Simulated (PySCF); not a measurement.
**C₆H₃FO₂S: electronic excitations**

Wanted: the electronic excitations of C₆H₃FO₂S (`O=Cc1csc(C(=O)F)c1`), by calculation.

Computed with PySCF 2.14.0, with density-fitted response routines of our own, on a single molecule in the gas phase. Atoms count from 0, in the outputs and in this text.

## Step 1: The starting structure

13 atoms, charge 0, multiplicity 1; geometry from: GFN2-xTB.

Bonds of the start (Å): O0–C1 1.20, C1–C2 1.46, C2–C3 1.38, C3–S4 1.69, S4–C5 1.74, C5–C6 1.44, C6–O7 1.18, C6–F8 1.37, C5–C9 1.37, C9–C2 1.41, C1–H10 1.11, C3–H11 1.07, C9–H12 1.08.

## Step 2: Ultraviolet spectrum: B3LYP/def2-SVPD

Job settings and geometry (Å):

```
{"job": {"kind": "uv", "xc": "B3LYP", "basis": "def2-SVPD", "nstates": 8, "ntriplets": 3}, "charge": 0, "multiplicity": 1}
O     -2.931077     1.535459    -0.874578
C     -2.110396     1.252236    -0.042497
C     -0.900770     0.464589    -0.290016
C     -0.568453    -0.048024    -1.528031
S      0.885031    -0.916585    -1.523822
C      1.094372    -0.610443     0.176319
C      2.234713    -1.104737     0.912540
O      2.497135    -0.967916     2.059362
F      3.079362    -1.817024     0.105070
C      0.061677     0.136552     0.687572
H     -2.213695     1.579266     1.008975
H     -1.140695     0.066255    -2.428983
H      0.008407     0.430857     1.720359
```

Method: TDDFT B3LYP/def2-SVPD, vertical, gas phase, core orbitals frozen in the response.

Run with:

```
$ OMP_NUM_THREADS=1 python probes_run.py task.json out
```

This one command runs all jobs of the session in turn.

Predict these results of the whole session: lowest singlet (B3LYP/def2-SVPD); brightest single state of those computed; lowest triplet; surface potential, 1st and 99th percentile.

As calculated:

| quantity | value |
| --- | --- |
| lowest singlet (B3LYP/def2-SVPD) | 3.66 eV (338 nm), f = 0.000 |
| brightest single state of those computed | state 6, 5.48 eV, f = 0.373 |
| lowest triplet | 3.18 eV |
| surface potential, 1st and 99th percentile | -1.32 V and 1.62 V |

What this shows: The first singlet state (HOMO→LUMO 0.63, HOMO→LUMO+1 0.36) lies at 3.66 eV and is dark; of the 8 states computed, the strongest absorption comes from state 6 at 5.48 eV. The lowest triplet lies 0.48 eV below the lowest singlet (triplets in Tamm-Dancoff, singlets in full TDDFT). At B3LYP/def2-SVPD, counted by nearest atom on the grid, the HOMO lies on O0 68 %; H10 14 %, the LUMO on C3 24 %; S4 19 %.
